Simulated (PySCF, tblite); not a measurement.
**C9H6ClP: geometry, infrared bands and NMR shifts**

Wanted: the infrared bands and NMR shifts of C9H6ClP (`Clc1pccc2ccccc12`), by calculation.

Programs: tblite 0.8.0 and PySCF 2.14.0, with density-fitted response routines of our own. Each step states its level of theory. These are calculated values for one molecule in the gas phase, unless marked as measured. Atoms count from 0, in the outputs and in this text.

### 1 Starting geometry

17 atoms, charge 0, multiplicity 1; geometry from: force field or distance geometry start.

Bonds of the start (Å): Cl0–C1 1.73, C1–P2 1.86, P2–C3 1.81, C3–C4 1.40, C4–C5 1.42, C5–C6 1.40, C6–C7 1.39, C7–C8 1.38, C8–C9 1.39, C9–C10 1.42, C10–C1 1.42, C10–C5 1.43, C3–H11 1.09, C4–H12 1.09, C6–H13 1.09, C7–H14 1.09, C8–H15 1.10, C9–H16 1.09.

### 2 Geometry optimisation with GFN2-xTB

The job: settings as JSON, then the geometry in Å.

```
{"job": {"kind": "relax", "xc": "GFN2-xTB", "basis": "xTB"}, "charge": 0, "multiplicity": 1}
Cl     0.341900     3.577500    -0.099300
C      0.852100     1.921200    -0.093700
P      2.703700     1.748900    -0.159400
C      2.831400    -0.053000    -0.136200
C      1.732400    -0.912700    -0.051500
C      0.372000    -0.525600    -0.009400
C     -0.577100    -1.550700     0.055800
C     -1.937400    -1.282800     0.119200
C     -2.377200     0.020700     0.105800
C     -1.456400     1.062800     0.043600
C     -0.057000     0.836700    -0.020100
H      3.829500    -0.485100    -0.161300
H      1.961700    -1.978200    -0.035000
H     -0.261900    -2.598500     0.066700
H     -2.661700    -2.095900     0.167600
H     -3.448000     0.248100     0.159600
H     -1.854900     2.078700     0.037500
```

Launch:

```
$ OMP_NUM_THREADS=1 python probes_run.py task.json out
```

This one command runs all jobs of the session in turn.

**Question.** This job is followed by: GFN2-xTB harmonic vibrations, gas phase; GIAO PBE0/pcSseg-1 NMR shielding, non-relativistic, gas phase. What will the session give for the following? strongest single infrared mode (GFN2-xTB); zero-point energy (GFN2-xTB); ¹³C shifts against TMS (PBE0/pcSseg-1); ¹H shifts against TMS (PBE0/pcSseg-1); ³⁵Cl shifts against HCl (PBE0/pcSseg-1); ³¹P shifts against H3PO4 (PBE0/pcSseg-1); surface potential, 1st and 99th percentile.

**Answer**, as computed:

| quantity | value |
| --- | --- |
| strongest single infrared mode (GFN2-xTB) | 3093 cm⁻¹, 73 km/mol |
| zero-point energy (GFN2-xTB) | 73.9 kcal/mol |
| ¹³C shifts against TMS (PBE0/pcSseg-1) | 187.1, 153.9, 139.9, 138.6, 137.5, 137.0, 134.0, 133.6, 129.2 ppm |
| ¹H shifts against TMS (PBE0/pcSseg-1) | 8.98, 8.75, 8.52, 8.24, 8.10, 7.98 ppm |
| ³⁵Cl shifts against HCl (PBE0/pcSseg-1) | 258 ppm |
| ³¹P shifts against H3PO4 (PBE0/pcSseg-1) | 212.4 ppm |
| surface potential, 1st and 99th percentile | -0.64 V and 1.15 V |

What this shows: Relaxing lowered the energy by 0.397 eV in 20 steps; the close pair that moved most is C1–P2, from 1.861 to 1.722 Å. No mode is imaginary among the 45: a minimum at this level. The strongest single mode, at 3093 cm⁻¹, moves mainly H14. Unscaled tight-binding wavenumbers are off by several per cent, some by more. Its intensities can rank the bands wrongly. At PBE0/pcSseg-1: The widest tensor belongs to P2: span 622 ppm, with a paramagnetic part of -860 ppm. NICS(1)zz of -24 ppm above the planar ring from C1 marks a diatropic (aromatic) ring current. NICS(1)zz of -29 ppm above the planar ring from C5 marks a diatropic (aromatic) ring current. By nearest atom (PBE0/pcSseg-1), the HOMO sits on P2 19 %; C1 18 % and the LUMO on P2 28 %; C1 20 %.
